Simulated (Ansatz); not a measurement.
Consider a ladder of basis sets of BrLi (charge +1) (the Python package of Ansatz (0.2.0)).

`brli_basis.py`:
```python
'''Basis-set convergence for BrLi(+).'''

import ansatz as az

GEOMETRY = '''
Li    0.00000    0.00000    0.00000
Br    0.00000    0.00000    2.50000
'''

geometry = az.Crystal.molecule()
for line in GEOMETRY.strip().splitlines():
    symbol, *xyz = line.split()
    geometry = geometry.atom(symbol, [float(v) for v in xyz])

setup = (
    geometry.calculation()
    .functional('b3lyp')
    .charge(1)  # electrons removed from the neutral system
    .spin('collinear', total=1)  # spin-polarised run
)

energies = {}
for basis in ['def2-SVP', 'def2-SVPD', 'def2-TZVP', 'def2-TZVPP']:
    rep = setup.basis(gaussian=basis).run(threads=1, pin='off').report
    size = rep['n_frozen'] + rep['n_occupied'][0] + rep['n_virtual'][0]
    energies[basis] = (rep['reference_energy_ev'] / 27.211386246, rep['free_energy_ev'] / 27.211386246)
    print(f'{basis:14s} {size:4d} orbitals  reference {energies[basis][0]:14.6f} Ha  total {energies[basis][1]:14.6f} Ha')

last = energies['def2-TZVPP'][1]
for basis, (_, total) in energies.items():
    print(f'{basis:14s} lies {27.211386 * (total - last):9.4f} eV above def2-TZVPP')
```

How far does the total energy move along this ladder of basis sets?

Against def2-SVP: def2-SVPD -3.0 mHa, def2-TZVP -317.1 mHa and def2-TZVPP -317.6 mHa. The last step alone is -0.44 mHa (these two sets differ little on atoms other than hydrogen). From the first set to the last the time grows from 0.7 to 1.1 s.

What the script printed:

Running `python brli_basis.py` prints:
```text
def2-SVP         41 orbitals  reference   -2581.132034 Ha  total   -2581.132034 Ha
def2-SVPD        53 orbitals  reference   -2581.135013 Ha  total   -2581.135013 Ha
def2-TZVP        62 orbitals  reference   -2581.449176 Ha  total   -2581.449176 Ha
def2-TZVPP       67 orbitals  reference   -2581.449614 Ha  total   -2581.449614 Ha
def2-SVP       lies    8.6418 eV above def2-TZVPP
def2-SVPD      lies    8.5607 eV above def2-TZVPP
def2-TZVP      lies    0.0119 eV above def2-TZVPP
def2-TZVPP     lies    0.0000 eV above def2-TZVPP
```

Reading the output:
- The settings weren't tested for convergence.
- The geometry is a force-field or estimated start, not a minimum of this method, and the last set is no limit. Much of the fall in a total is atomic energy, which cancels in bond and reaction energies.
- The species is open-shell (spin multiplicity 2).
- b3lyp holds the VWN-RPA fit, as in Gaussian; the form of ORCA and Turbomole is b3lyp5.
- The spin state was assumed, and another may lie lower.
- Run time: 4 s on 1 thread of Intel(R) Xeon(R) 6975P-C (Granite Rapids), with other jobs on the host, peak memory 0.19 GiB.
